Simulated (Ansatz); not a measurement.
## ClH₄SiSn, SMILES [SiH3][SnH][Cl]: vertical and adiabatic energies of changing the electron count, step by step

Program: the Ansatz DFT code, driven from Python.

The script reads `clh4sisn.xyz`:
```text
7

Si   -0.89460    0.39920   -0.35560
Sn    0.92000   -1.13760    0.21760
Cl    2.95120   -0.15700   -0.38510
H    -2.15720   -0.15070   -0.00210
H    -0.91930    0.70460   -1.83080
H    -0.76460    1.72110    0.36600
H     0.92570   -1.44770    1.94440
```

Interactive session:
```pycon
>>> import ansatz
>>> import numpy as np
>>> mol = ansatz.Crystal.molecule_from_extxyz('clh4sisn.xyz')
>>> base = (
...     mol.calculation()
...     .basis(gaussian='def2-SVP')
...     .functional('r2scan')
...     .spin('collinear', total=1)
... )
>>> symbols = [site.symbol for site in mol.cartesian_sites]
>>> start = np.array([site.position_ang for site in mol.cartesian_sites], dtype=float)
>>> rep = base.relax(force_tolerance=0.01).run(threads=1, pin='off').report
>>> end = np.array(rep['positions_ang'])
>>> minimum = ansatz.Crystal.molecule()
>>> for symbol, place in zip(symbols, end):
...     minimum = minimum.atom(symbol, place.tolist())
...
>>> ion = minimum.calculation()
>>> ion = ion.basis(gaussian='def2-SVP')
>>> ion = ion.functional('r2scan').charge(1)
>>> vertical = ion.run(threads=1, pin='off').report
>>> settled = ion.relax(force_tolerance=0.01, max_steps=80).run(threads=1, pin='off').report
>>> print(f'vertical ionisation energy   {vertical["free_energy_ev"] - rep["free_energy_ev"]:.3f} eV')
vertical ionisation energy   8.296 eV
>>> print(f'adiabatic, no zero point     {settled["free_energy_ev"] - rep["free_energy_ev"]:.3f} eV')
adiabatic, no zero point     7.407 eV
>>> print(f'relaxation energy of the ion {vertical["free_energy_ev"] - settled["free_energy_ev"]:.3f} eV')
relaxation energy of the ion 0.890 eV
>>> ionised = np.array(settled['positions_ang'])
>>> print('final positions (A) and the move of each atom')
final positions (A) and the move of each atom
>>> for symbol, xyz, old in zip(symbols, ionised, end):
...     print(f'{symbol:2s} {xyz[0]:10.5f} {xyz[1]:10.5f} {xyz[2]:10.5f}   {np.linalg.norm(xyz - old):7.4f}')
...
Si   -1.08549    0.58675   -0.42451    0.1902
Sn    0.92586   -0.75627    0.58948    0.6044
Cl    2.95523   -0.27503   -0.38638    0.1755
H    -2.28279   -0.17423    0.00568    0.0628
H    -0.77535    0.55514   -1.87452    0.1858
H    -0.90157    1.90678    0.23235    0.2573
H     1.22529   -1.91124    1.81231    0.4692
```

Reading the output:
- The energies are electronic: no zero-point or thermal terms, and the basis set is short of its limit. The product may relax into another structure. Each relaxation finds its nearest minimum, which needn't be the lowest.
- def2 sets replace the cores of elements past krypton by effective core potentials.
- The run takes the species as open-shell (spin multiplicity 2), which needn't be its ground state.
- Only the spin states typed were run; another state of an ion can lie lower, by up to an eV or two.
- It ran for 2.3 min on 1 thread of Arm Neoverse V1 (shared host), peak memory 0.27 GiB.
